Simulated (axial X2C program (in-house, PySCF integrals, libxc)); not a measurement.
# All-electron X2C curves of KNa

What are the state, bond length, wavenumber and bond energy of KNa, and what does spin–orbit coupling change?

Method: all-electron X2C, K dyall-cv3z, Na dyall-cv3z; program: an in-house X2C program for linear molecules on PySCF integrals.

All values are calculated.

### Step 1. Set-up

Input file task.json:

```json
{
 "zs": [
  19,
  11
 ],
 "q": 0,
 "bas": [
  "dyall-cv3z",
  "dyall-cv3z"
 ],
 "levels": [
  "PBE0",
  "HF",
  "r2SCAN"
 ],
 "cc": true,
 "r0": 3.51,
 "thr": -1.0,
 "nmax": 90,
 "npts": 10,
 "nst": 2,
 "ntry": 6
}
```

Keys: zs atomic numbers; q charge; bas basis sets; levels methods (HF also brings MP2); cc coupled cluster on or off; r0 starting distance in Å; thr threshold in hartree for freezing inner shells (an s shell follows its p shell); nmax most natural virtual spinors; npts points asked for on the curve; nst determinants followed; ntry starts of the search.

Launch:

```sh
> python so2c.py task.json out
```

Spin-free means the one-electron spin-free X2C Hamiltonian; two-component (2c) means X2C with spin–orbit coupling and atomic mean-field two-electron Coulomb and Gaunt terms. Basis: K dyall-cv3z contracted to [11s12p6d3f], Na dyall-cv3z contracted to [9s8p5d2f]; Gaussian nuclei, density fitting. Masses: K 38.964 u, Na 22.990 u.

Notation: σ, π±, δ± give the projection m of an orbital's angular momentum (0, ±1, ±2), α and β its spin, Λ and M_S the sums; ω is the projection of a spinor's total angular momentum and Ω the sum. Logs are in hartree.

The results follow Hamiltonian by Hamiltonian and level by level.

### Step 2. Search for the lowest determinant

Determinants are compared with PBE0 at 3.510 Å.

Spin-free determinants:

```tsv
ΔE (eV)	state	open shells
0.00	M_S = 0, Λ = 0	closed shell
0.80	M_S = 1, Λ = 0	beyond closed shells: 2 × σα
1.39	M_S = 1, Λ = 1	beyond closed shells: σα, π+α
1.74	M_S = 0, Λ = 1	beyond closed shells: σα, π+β
3.37	M_S = 1, Λ = 2	beyond closed shells: σα, δ+α
3.42	M_S = 0, Λ = 2	beyond closed shells: σα, δ+β
3.53	M_S = 1, Λ = 0	beyond closed shells: π+α, π-α
```

Two-component determinants:

```csv
ΔE (eV),state,open shells
0.00,Ω = 0,closed shell
0.80,Ω = 1,excess of +ω over −ω: 2 × ω = 1/2
1.39,Ω = 2,"excess of +ω over −ω: ω = 1/2, ω = 3/2"
1.74,Ω = 1,"excess of +ω over −ω: ω = -1/2, ω = 3/2"
3.37,Ω = 3,"excess of +ω over −ω: ω = 1/2, ω = 5/2"
3.42,Ω = 2,"excess of +ω over −ω: ω = -1/2, ω = 5/2"
```

### Step 3. PBE0, spin-free

State followed: M_S = 0, Λ = 0 (closed shell). The scan is laid around 3.536 Å, a first estimate of the minimum, and this SCF restarts from the orbitals of the search.

Output at 3.536 Å:

```text
spin-free X2C-1e  PBE0
basis functions 170  fitting functions 690  grid points 5091
iter        total energy     max residual
   1       -764.472820472     8.15e-02
   2       -764.484751736     5.08e-04
   3       -764.484757711     2.00e-04
   4       -764.484758316     7.79e-05
   5       -764.484758383     1.59e-05
   6       -764.484758386     7.72e-06
converged
one-electron -1118.32485683  Coulomb 370.40740649  exact exchange -11.71977271  xc functional -36.12526075  nuclear repulsion 31.27772542
```

Along the bond, energies from the lowest point:

| R (Å) | E (eV) | μ (D) | HOMO (eV) | LUMO (eV) | iterations |
| --- | --- | --- | --- | --- | --- |
| 3.076 | 0.1106 | -2.73 | -3.33 | -1.17 | 10 |
| 3.218 | 0.0493 | -2.80 | -3.30 | -1.20 | 9 |
| 3.324 | 0.0208 | -2.85 | -3.27 | -1.22 | 8 |
| 3.430 | 0.0050 | -2.91 | -3.24 | -1.25 | 8 |
| 3.536 | 0.0000 | -2.97 | -3.22 | -1.28 | 6 |
| 3.660 | 0.0057 | -3.03 | -3.19 | -1.31 | 8 |
| 3.784 | 0.0216 | -3.10 | -3.16 | -1.34 | 8 |
| 3.943 | 0.0539 | -3.18 | -3.13 | -1.39 | 8 |
| 4.137 | 0.1065 | -3.28 | -3.10 | -1.45 | 8 |
| 4.420 | 0.1994 | -3.41 | -3.05 | -1.53 | 8 |

Dipoles are positive if Na is the positive end.

Outer orbitals at the reference distance:

```tsv
symmetry	occupied	ε (eV)	atomic character
σα	yes	-31.17	100% Na p
π+α	yes	-31.17	100% Na p
π-α	yes	-31.17	100% Na p
π-α	yes	-20.71	100% K p
π+α	yes	-20.71	100% K p
σα	yes	-20.69	100% K p
σα	yes	-3.22	49% Na s, 40% K s, 6% K p
σα	no	-1.28	35% K p, 28% K s, 21% Na p
π-α	no	-0.57	61% K p, 37% Na p
π+α	no	-0.57	61% K p, 37% Na p
σα	no	-0.18	45% Na p, 29% K p, 15% K s
```

PBE0 fields in the half plane through the axis: z from -2.4 to 5.7 Å across, distance from the axis 0.15 to 2.25 Å upwards; K lies at z = 0 and Na at z = 3.536 Å; the ELF is damped to zero where the density is low.

log10 density (e/bohr³). Ten even steps from '0' (-3.97 ) to '9' (1.35 ):
```
0000111111112222222211111000
0001111122222222222222111100
0011122222222222222222221110
0111223333322222222222222111
0112234444433333333333322111
1112345666543333334554332211
1122456676654333345676532211
1123456797654333346887542211
```

ELF. Ten even steps from '0' (0.01 ) to '9' (0.99 ):
```
0000000011358999999998763100
0000000000026999999988876410
0000000000003799997533467631
0000001111001599951000024652
0000024666300289610000001464
0000157888730167101343000255
0000378737861045005887400146
0001488181872044017828610046
```

Re = 3.537 Å, ωe = 123.8 cm⁻¹, ωexe = 0.386 cm⁻¹, Be = 0.09318 cm⁻¹, De = 0.603 eV, μ = -2.97 D.

### Step 4. HF, spin-free

Output at 3.536 Å:

```text
spin-free X2C-1e  HF
basis functions 170  fitting functions 690  grid points 5091
iter        total energy     max residual
   1       -763.518815777     1.72e-01
   2       -763.529496742     4.97e-03
   3       -763.529837957     3.35e-03
   4       -763.529869802     8.21e-04
   5       -763.529872476     1.36e-04
   6       -763.529872658     5.58e-05
   7       -763.529872677     1.56e-05
   8       -763.529872679     2.78e-06
converged
one-electron -1117.95992187  Coulomb 370.07181929  exact exchange -46.91949552  xc functional 0.00000000  nuclear repulsion 31.27772542
```

Re = 3.685 Å, ωe = 118.2 cm⁻¹, ωexe = 0.303 cm⁻¹, Be = 0.08584 cm⁻¹, De = -0.061 eV, μ = -3.66 D.

### Step 5. r2SCAN, spin-free

The SCF at the reference distance of 3.536 Å:

```text
spin-free X2C-1e  r2SCAN
basis functions 170  fitting functions 690  grid points 5091
iter        total energy     max residual
   1       -764.678955509     1.03e-01
   2       -764.680134934     2.15e-03
   3       -764.680153772     3.77e-03
   4       -764.680164886     2.48e-04
   5       -764.680165029     8.35e-05
   6       -764.680165078     3.46e-05
   7       -764.680165081     8.45e-06
converged
one-electron -1118.24080568  Coulomb 370.33251979  exact exchange 0.00000000  xc functional -48.04960461  nuclear repulsion 31.27772542
```

Re = 3.584 Å, ωe = 120.8 cm⁻¹, ωexe = 0.411 cm⁻¹, Be = 0.09077 cm⁻¹, De = 0.503 eV, μ = -3.12 D.

### Step 6. Correlated methods, spin-free

Correlated methods: 10 electrons correlated (frozen shells, counted by type: K 2 s, 1 p; Na 2 s, 1 p), 260 virtual spinors in MP2, 90 natural virtuals in coupled cluster.

Output of the correlated part at 3.536 Å:

```text
correlated 10  virtual 260  natural virtual 90  E(MP2) -0.252067141  MP2 remainder -0.006161360
iter   CCSD correlation   residual
   1     -0.264555334   1.40e-01
   2     -0.272116694   6.67e-02
   3     -0.272438494   2.18e-02
   4     -0.272053030   7.25e-03
   5     -0.272079423   2.54e-03
   6     -0.272087578   1.03e-03
   7     -0.272089510   4.37e-04
   8     -0.272087733   1.42e-04
   9     -0.272087471   5.48e-05
  10     -0.272087994   1.42e-05
  11     -0.272088113   4.85e-06
  12     -0.272088157   1.90e-06
  13     -0.272088158   8.03e-07
(T) -0.008216589  T1 0.0257  D1 0.0572  max T2 0.155
```

T1 in the output is the amplitude norm over the root of the electron number; divide by √2 for the Lee–Taylor value.

MP2: Re = 3.527 Å, ωe = 125.8 cm⁻¹, Be = 0.09371 cm⁻¹, De = 0.418 eV.

CCSD: Re = 3.563 Å, ωe = 122.2 cm⁻¹, ωexe = 0.442 cm⁻¹, Be = 0.09185 cm⁻¹, De = 0.612 eV. T1 at Re = 0.018 (Lee–Taylor, the printed value over √2).

CCSD(T): Re = 3.554 Å, ωe = 121.3 cm⁻¹, ωexe = 0.472 cm⁻¹, Be = 0.09231 cm⁻¹, De = 0.629 eV. T1 at Re = 0.018 (Lee–Taylor, the printed value over √2).

### Step 7. A higher determinant, spin-free

State: M_S = 1, Λ = 0 (beyond closed shells: 2 × σα).

Output at the reference distance:

```text
spin-free X2C-1e  PBE0
basis functions 170  fitting functions 690  grid points 5091
iter        total energy     max residual
   1       -764.441475429     8.09e-02
   2       -764.455601824     1.58e-03
   3       -764.455640615     2.70e-04
   4       -764.455642627     1.84e-04
   5       -764.455643189     2.69e-05
   6       -764.455643207     1.75e-05
   7       -764.455643213     4.62e-06
converged
one-electron -1117.77384737  Coulomb 369.88759947  exact exchange -11.72509049  xc functional -36.12203024  nuclear repulsion 31.27772542
```

| R (Å) | E above the lowest PBE0 point (eV) |
| --- | --- |
| 3.076 | 1.089 |
| 3.218 | 0.975 |
| 3.324 | 0.904 |
| 3.430 | 0.843 |
| 3.536 | 0.792 |
| 3.660 | 0.743 |
| 3.784 | 0.704 |
| 3.943 | 0.664 |
| 4.137 | 0.630 |

No constants are quoted: the lowest point is the long end of the scan.

### Step 8. The spin-free curves together

Energy (eV) of the followed determinant, spin-free, from each level's lowest point:

| R (Å) | PBE0 | HF | MP2 | CCSD | CCSD(T) | r2SCAN |
| --- | --- | --- | --- | --- | --- | --- |
| 3.076 | 0.111 | 0.185 | 0.108 | n/a | n/a | 0.129 |
| 3.218 | 0.049 | 0.102 | 0.047 | 0.057 | 0.053 | 0.062 |
| 3.324 | 0.021 | 0.058 | 0.019 | 0.026 | 0.023 | 0.029 |
| 3.430 | 0.005 | 0.027 | 0.004 | 0.007 | 0.006 | 0.009 |
| 3.536 | 0.000 | 0.009 | 0.000 | 0.000 | 0.000 | 0.000 |
| 3.660 | 0.006 | 0.000 | 0.007 | 0.003 | 0.004 | 0.001 |
| 3.784 | 0.022 | 0.003 | 0.024 | 0.017 | 0.018 | 0.013 |
| 3.943 | 0.054 | 0.021 | 0.058 | 0.046 | 0.047 | 0.040 |
| 4.137 | 0.107 | 0.061 | 0.114 | n/a | n/a | 0.087 |
| 4.420 | 0.199 | 0.141 | 0.212 | n/a | n/a | 0.172 |

### Step 9. PBE0, 2c

State followed: Ω = 0 (closed shell). The scan is laid around 3.536 Å, a first estimate of the minimum, and this SCF restarts from the orbitals of the search.

The SCF at the reference distance of 3.536 Å:

```text
two-component X2C + atomic mean field  PBE0
basis functions 170  fitting functions 690  grid points 5091
iter        total energy     max residual
   1       -764.345652806     6.81e-02
   2       -764.357596260     5.12e-04
   3       -764.357602260     1.94e-04
   4       -764.357602860     7.12e-05
   5       -764.357602922     1.45e-05
   6       -764.357602925     7.44e-06
converged
one-electron -1117.99073176  Coulomb 370.31837011  exact exchange -11.71717484  xc functional -36.11715753  nuclear repulsion 31.27772542  atomic mean-field constant -0.12863432
```

Along the bond, energies from the lowest point:

| R (Å) | E (eV) | μ (D) | HOMO (eV) | LUMO (eV) | iterations |
| --- | --- | --- | --- | --- | --- |
| 3.076 | 0.1107 | -2.73 | -3.33 | -1.17 | 10 |
| 3.218 | 0.0493 | -2.80 | -3.30 | -1.20 | 9 |
| 3.324 | 0.0208 | -2.85 | -3.27 | -1.22 | 8 |
| 3.430 | 0.0050 | -2.91 | -3.24 | -1.25 | 8 |
| 3.536 | 0.0000 | -2.96 | -3.22 | -1.28 | 6 |
| 3.660 | 0.0057 | -3.03 | -3.19 | -1.31 | 8 |
| 3.784 | 0.0216 | -3.09 | -3.16 | -1.34 | 8 |
| 3.943 | 0.0539 | -3.18 | -3.13 | -1.39 | 8 |
| 4.137 | 0.1065 | -3.27 | -3.10 | -1.45 | 8 |
| 4.420 | 0.1994 | -3.41 | -3.05 | -1.53 | 8 |

Dipoles are positive if Na is the positive end.

Outer spinors at the reference distance:

| ω | occupied | ε (eV) | atomic character | λ mixture |
| --- | --- | --- | --- | --- |
| 1/2 | yes | -31.27 | 100% Na p | 66% π, 34% σ |
| 1/2 | yes | -31.11 | 100% Na p | 66% σ, 34% π |
| 3/2 | yes | -31.11 | 100% Na p | 100% π |
| 1/2 | yes | -20.87 | 100% K p | 71% π, 29% σ |
| 3/2 | yes | -20.62 | 100% K p | 100% π |
| 1/2 | yes | -20.60 | 100% K p | 71% σ, 29% π |
| 1/2 | yes | -3.22 | 49% Na s, 40% K s, 6% K p | 100% σ |
| 1/2 | no | -1.28 | 35% K p, 28% K s, 21% Na p | 100% σ |
| 1/2 | no | -0.57 | 61% K p, 37% Na p | 100% π |
| 3/2 | no | -0.57 | 61% K p, 37% Na p | 100% π |
| 1/2 | no | -0.18 | 45% Na p, 29% K p, 15% K s | 100% σ |

PBE0 fields in the half plane through the axis: z from -2.4 to 5.7 Å across, distance from the axis 0.15 to 2.25 Å upwards; K lies at z = 0 and Na at z = 3.536 Å; the ELF is damped to zero where the density is low.

log10 density (e/bohr³). Ten even steps from '0' (-3.97 ) to '9' (1.35 ):
```
0000111111112222222211111000
0001111122222222222222111100
0011122222222222222222221110
0111223333322222222222222111
0112234444433333333333322111
1112345666543333334554332211
1122456676654333345676532211
1123456797654333346887542211
```

ELF. Ten even steps from ' ' (0.01 ) to '@' (0.99 ):
```
                ....--++%%@@@@@@@@@@@@@@@@%%##**--..    
                      ::**@@@@@@@@@@@@@@%%%%%%##**==..  
                        --##@@@@@@@@##++----==**##**--..
            ........    ..++@@@@@@++..        ::==**++::
          ::==******--    ::%%@@**..            ..==**==
        ..++##%%%%%%##--  ..**##..  ..--==--      ::++++
        --##%%##--##%%**..  ==++    ++%%%%##==    ..==**
      ..==%%%%..%%..%%##::  ====  ..##%%::%%**..    ==**
```

Re = 3.537 Å, ωe = 123.8 cm⁻¹, ωexe = 0.386 cm⁻¹, Be = 0.09318 cm⁻¹, De = 0.603 eV, μ = -2.97 D.

### Step 10. HF, 2c

The SCF at the reference distance of 3.536 Å:

```text
two-component X2C + atomic mean field  HF
basis functions 170  fitting functions 690  grid points 5091
iter        total energy     max residual
   1       -763.391969932     1.72e-01
   2       -763.402647440     4.97e-03
   3       -763.402988786     3.35e-03
   4       -763.403020650     8.22e-04
   5       -763.403023324     1.36e-04
   6       -763.403023507     5.58e-05
   7       -763.403023526     1.55e-05
   8       -763.403023527     2.78e-06
converged
one-electron -1117.62575351  Coulomb 369.98274123  exact exchange -46.90910235  xc functional 0.00000000  nuclear repulsion 31.27772542  atomic mean-field constant -0.12863432
```

Re = 3.685 Å, ωe = 118.2 cm⁻¹, ωexe = 0.303 cm⁻¹, Be = 0.08584 cm⁻¹, De = -0.061 eV, μ = -3.66 D.

### Step 11. r2SCAN, 2c

Output at 3.536 Å:

```text
two-component X2C + atomic mean field  r2SCAN
basis functions 170  fitting functions 690  grid points 5091
iter        total energy     max residual
   1       -764.551693330     1.03e-01
   2       -764.552872902     2.15e-03
   3       -764.552891748     3.77e-03
   4       -764.552902863     2.50e-04
   5       -764.552903006     8.35e-05
   6       -764.552903055     3.48e-05
   7       -764.552903058     8.50e-06
converged
one-electron -1117.90650147  Coulomb 370.24328300  exact exchange 0.00000000  xc functional -48.03877570  nuclear repulsion 31.27772542  atomic mean-field constant -0.12863432
```

Re = 3.584 Å, ωe = 120.8 cm⁻¹, ωexe = 0.412 cm⁻¹, Be = 0.09077 cm⁻¹, De = 0.503 eV, μ = -3.12 D.

### Step 12. MP2 and beyond, 2c

Correlated methods: 10 electrons correlated (frozen shells, counted by type: K 2 s, 1 p; Na 2 s, 1 p), 260 virtual spinors in MP2, 90 natural virtuals in coupled cluster.

Output of the correlated part at 3.536 Å:

```text
correlated 10  virtual 260  natural virtual 90  E(MP2) -0.252139654  MP2 remainder -0.006162455
iter   CCSD correlation   residual
   1     -0.264625177   1.40e-01
   2     -0.272187874   6.67e-02
   3     -0.272511135   2.18e-02
   4     -0.272125351   7.25e-03
   5     -0.272151681   2.54e-03
   6     -0.272159858   1.03e-03
   7     -0.272161796   4.37e-04
   8     -0.272160022   1.42e-04
   9     -0.272159758   5.48e-05
  10     -0.272160280   1.43e-05
  11     -0.272160399   4.87e-06
  12     -0.272160444   1.92e-06
  13     -0.272160444   8.23e-07
(T) -0.008225489  T1 0.0257  D1 0.0573  max T2 0.155
```

MP2: Re = 3.527 Å, ωe = 125.8 cm⁻¹, Be = 0.09371 cm⁻¹, De = 0.418 eV.

CCSD: Re = 3.563 Å, ωe = 122.2 cm⁻¹, ωexe = 0.442 cm⁻¹, Be = 0.09184 cm⁻¹, De = 0.612 eV. T1 at Re = 0.018 (Lee–Taylor, the printed value over √2).

CCSD(T): Re = 3.554 Å, ωe = 121.3 cm⁻¹, ωexe = 0.472 cm⁻¹, Be = 0.0923 cm⁻¹, De = 0.629 eV. T1 at Re = 0.018 (Lee–Taylor, the printed value over √2).

### Step 13. A higher determinant, 2c

State: Ω = 1 (excess of +ω over −ω: 2 × ω = 1/2).

Output at the reference distance:

```text
two-component X2C + atomic mean field  PBE0
basis functions 170  fitting functions 690  grid points 5091
iter        total energy     max residual
   1       -764.314294888     7.50e-02
   2       -764.328444329     1.58e-03
   3       -764.328482980     2.47e-04
   4       -764.328484996     1.62e-04
   5       -764.328485536     2.63e-05
   6       -764.328485554     1.79e-05
   7       -764.328485559     4.38e-06
converged
one-electron -1117.43968977  Coulomb 369.79853071  exact exchange -11.72249261  xc functional -36.11392499  nuclear repulsion 31.27772542  atomic mean-field constant -0.12863432
```

| R (Å) | E above the lowest PBE0 point (eV) |
| --- | --- |
| 3.076 | 1.089 |
| 3.218 | 0.975 |
| 3.324 | 0.904 |
| 3.430 | 0.843 |
| 3.536 | 0.792 |
| 3.660 | 0.743 |
| 3.784 | 0.704 |
| 3.943 | 0.664 |
| 4.137 | 0.630 |

No constants are quoted: the lowest point is the long end of the scan.

### Step 14. The 2c curves together

Energy (eV) of the followed determinant, 2c, from each level's lowest point:

| R (Å) | PBE0 | HF | MP2 | CCSD | CCSD(T) | r2SCAN |
| --- | --- | --- | --- | --- | --- | --- |
| 3.076 | 0.111 | 0.185 | 0.108 | n/a | n/a | 0.129 |
| 3.218 | 0.049 | 0.102 | 0.047 | 0.057 | 0.053 | 0.062 |
| 3.324 | 0.021 | 0.058 | 0.019 | 0.026 | 0.023 | 0.029 |
| 3.430 | 0.005 | 0.027 | 0.004 | 0.007 | 0.006 | 0.009 |
| 3.536 | 0.000 | 0.009 | 0.000 | 0.000 | 0.000 | 0.000 |
| 3.660 | 0.006 | 0.000 | 0.007 | 0.003 | 0.004 | 0.001 |
| 3.784 | 0.022 | 0.003 | 0.024 | 0.017 | 0.018 | 0.013 |
| 3.943 | 0.054 | 0.021 | 0.058 | 0.046 | 0.047 | 0.040 |
| 4.137 | 0.107 | 0.061 | 0.114 | n/a | n/a | 0.087 |
| 4.420 | 0.199 | 0.141 | 0.212 | n/a | n/a | 0.172 |

Time for the job: 72 s (1 thread of INTEL XEON PLATINUM 8581C at 2.30GHz (Emerald Rapids), shared host); peak memory 0.63 GiB.

### Step 15. Results

Lowest determinant that the search found at its distance, spin-free: M_S = 0, Λ = 0 (closed shell).

Lowest determinant that the search found at its distance, 2c: Ω = 0 (closed shell).

| Hamiltonian | level | Re (Å) | ωe (cm⁻¹) | De (eV) | μ (D) |
| --- | --- | --- | --- | --- | --- |
| spin-free | PBE0 | 3.537 | 123.8 | 0.603 | -2.97 |
| spin-free | HF | 3.685 | 118.2 | -0.061 | -3.66 |
| spin-free | MP2 | 3.527 | 125.8 | 0.418 | n/a |
| spin-free | CCSD | 3.563 | 122.2 | 0.612 | n/a |
| spin-free | CCSD(T) | 3.554 | 121.3 | 0.629 | n/a |
| spin-free | r2SCAN | 3.584 | 120.8 | 0.503 | -3.12 |
| 2c | PBE0 | 3.537 | 123.8 | 0.603 | -2.97 |
| 2c | HF | 3.685 | 118.2 | -0.061 | -3.66 |
| 2c | MP2 | 3.527 | 125.8 | 0.418 | n/a |
| 2c | CCSD | 3.563 | 122.2 | 0.612 | n/a |
| 2c | CCSD(T) | 3.554 | 121.3 | 0.629 | n/a |
| 2c | r2SCAN | 3.584 | 120.8 | 0.503 | -3.12 |

Dipoles are positive if Na is the positive end.

Time per point (s) on 1 thread of INTEL XEON PLATINUM 8581C at 2.30GHz (Emerald Rapids), shared host (2c runs; CCSD comes with the CCSD(T) run); the times are rough: PBE0 0.21, HF 0.077, MP2 0.19, CCSD(T) 3.2, r2SCAN 0.32.

At CCSD(T), going from spin-free to two-component changes Re by 0 mÅ, ωe by 0.0 %, which is small (part of it comes from the scalar share of the two-electron terms). De moves by 0.00 eV; both De rest on single-determinant atoms, which can miss part of an open shell's spin–orbit lowering. De is negative at HF: there the minimum lies above the ground-state fragments.

De refers to K + Na, each in the lowest determinant found, which need not be this curve's own limit. Each curve is one determinant whose occupation by symmetry is held fixed; it was picked as the lowest of a PBE0 search that is not exhaustive. Closed shells are restricted here (equal orbitals for both partners), which fails at long range if the bond breaks into open shells. Dissociation energies refer to the lowest single-determinant-based atoms at the same level and basis. Coupled cluster ran in a truncated set of natural virtual spinors; the MP2 energy of the rest was added. The meta-GGAs lack a current-density term, which matters for open shells with orbital currents, atoms included.
